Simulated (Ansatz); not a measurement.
# BaTiO3: the cost of one run

Computed with Ansatz 0.2.0 (DFT PBE, scalar-relativistic, plane waves, PAW, unless a step's input says otherwise).

The COD entry's cell or inner coordinates are ideal or old and differ from later refinements, so a difference from it is no clean test against experiment.

## 1. The starting structure

Symmetry: P4mm, No. 99, tetragonal system. Conventional cell: a = 4.000 Å, b = 4.000 Å, c = 4.018 Å, α = 90.00°, β = 90.00°, γ = 90.00°. Ba (site symmetry 4mm) is surrounded by 12 O at 2.79 to 2.88 Å. Around Ti (site symmetry 4mm) lie 6 O at 1.89 to 2.13 Å. Around O (site symmetry 4mm) lie 2 Ti at 1.89 to 2.13 Å and 4 Ba at 2.83 Å. O (site symmetry 2mm) is surrounded by 2 Ti at 2.00 Å and 4 Ba at 2.79 to 2.88 Å.

Coordinates:

```xyz
40
Lattice="7.9996 0.0000 0.0000 0.0000 7.9996 0.0000 0.0000 0.0000 8.0360" Properties=species:S:1:pos:R:3 pbc="T T T"
Ba    0.0000    0.0000    0.0000
Ba    0.0000    0.0000    4.0180
Ba    0.0000    3.9998    0.0000
Ba    0.0000    3.9998    4.0180
Ba    3.9998    0.0000    0.0000
Ba    3.9998    0.0000    4.0180
Ba    3.9998    3.9998    0.0000
Ba    3.9998    3.9998    4.0180
Ti    1.9999    1.9999    1.9688
Ti    1.9999    1.9999    5.9868
Ti    1.9999    5.9997    1.9688
Ti    1.9999    5.9997    5.9868
Ti    5.9997    1.9999    1.9688
Ti    5.9997    1.9999    5.9868
Ti    5.9997    5.9997    1.9688
Ti    5.9997    5.9997    5.9868
O     1.9999    1.9999    0.0763
O     1.9999    1.9999    4.0943
O     1.9999    5.9997    0.0763
O     1.9999    5.9997    4.0943
O     5.9997    1.9999    0.0763
O     5.9997    1.9999    4.0943
O     5.9997    5.9997    0.0763
O     5.9997    5.9997    4.0943
O     1.9999    0.0000    2.0773
O     1.9999    0.0000    6.0953
O     1.9999    3.9998    2.0773
O     1.9999    3.9998    6.0953
O     5.9997    0.0000    2.0773
O     5.9997    0.0000    6.0953
O     5.9997    3.9998    2.0773
O     5.9997    3.9998    6.0953
O     0.0000    1.9999    2.0773
O     0.0000    1.9999    6.0953
O     0.0000    5.9997    2.0773
O     0.0000    5.9997    6.0953
O     3.9998    1.9999    2.0773
O     3.9998    1.9999    6.0953
O     3.9998    5.9997    2.0773
O     3.9998    5.9997    6.0953
```

The runs take a perfect supercell of 40 atoms; the defect goes to fractional position (0.250, 0.250, 0.009).

## 2. The perfect supercell

File input.yaml:

```yaml
crystal:
  lattice:
    - [7.9996, 0.0, 0.0]
    - [0.0, 7.9996, 0.0]
    - [0.0, 0.0, 8.036]
  atoms:
    - { symbol: Ba, position: [0.0, 0.0, 0.0] }
    - { symbol: Ba, position: [0.0, 0.0, 0.5] }
    - { symbol: Ba, position: [0.0, 0.5, 0.0] }
    - { symbol: Ba, position: [0.0, 0.5, 0.5] }
    - { symbol: Ba, position: [0.5, 0.0, 0.0] }
    - { symbol: Ba, position: [0.5, 0.0, 0.5] }
    - { symbol: Ba, position: [0.5, 0.5, 0.0] }
    - { symbol: Ba, position: [0.5, 0.5, 0.5] }
    - { symbol: Ti, position: [0.25, 0.25, 0.245] }
    - { symbol: Ti, position: [0.25, 0.25, 0.745] }
    - { symbol: Ti, position: [0.25, 0.75, 0.245] }
    - { symbol: Ti, position: [0.25, 0.75, 0.745] }
    - { symbol: Ti, position: [0.75, 0.25, 0.245] }
    - { symbol: Ti, position: [0.75, 0.25, 0.745] }
    - { symbol: Ti, position: [0.75, 0.75, 0.245] }
    - { symbol: Ti, position: [0.75, 0.75, 0.745] }
    - { symbol: O, position: [0.25, 0.25, 0.0095] }
    - { symbol: O, position: [0.25, 0.25, 0.5095] }
    - { symbol: O, position: [0.25, 0.75, 0.0095] }
    - { symbol: O, position: [0.25, 0.75, 0.5095] }
    - { symbol: O, position: [0.75, 0.25, 0.0095] }
    - { symbol: O, position: [0.75, 0.25, 0.5095] }
    - { symbol: O, position: [0.75, 0.75, 0.0095] }
    - { symbol: O, position: [0.75, 0.75, 0.5095] }
    - { symbol: O, position: [0.25, 0.0, 0.2585] }
    - { symbol: O, position: [0.25, 0.0, 0.7585] }
    - { symbol: O, position: [0.25, 0.5, 0.2585] }
    - { symbol: O, position: [0.25, 0.5, 0.7585] }
    - { symbol: O, position: [0.75, 0.0, 0.2585] }
    - { symbol: O, position: [0.75, 0.0, 0.7585] }
    - { symbol: O, position: [0.75, 0.5, 0.2585] }
    - { symbol: O, position: [0.75, 0.5, 0.7585] }
    - { symbol: O, position: [0.0, 0.25, 0.2585] }
    - { symbol: O, position: [0.0, 0.25, 0.7585] }
    - { symbol: O, position: [0.0, 0.75, 0.2585] }
    - { symbol: O, position: [0.0, 0.75, 0.7585] }
    - { symbol: O, position: [0.5, 0.25, 0.2585] }
    - { symbol: O, position: [0.5, 0.25, 0.7585] }
    - { symbol: O, position: [0.5, 0.75, 0.2585] }
    - { symbol: O, position: [0.5, 0.75, 0.7585] }
basis:
  ecutwfc: 420
  fft_grid_basis: typed
kpoints:
  mp_grid: { grid: [2, 2, 2] }
hamiltonian:
  xc: pbe
  pseudopotentials: { kind: paw }
scf:
  occupations: { method: gaussian, width: 0.05 }
output:
  forces: true
  stress: false
  eigenvalues: true
  bader: false
  write_density: true
  volumetric_format: npy
```

Started as:

```console
> ansatz run input.yaml --threads 4 --pin off --max-ram 10240MiB --backend cpu --events-out ev --progress --plain --runs-dir out
```

**Question.** How long does this run take on 4 threads of Arm Neoverse V2, shared host, and how much memory does it need?

About 8.9 s, with a peak of 2.5 GiB.
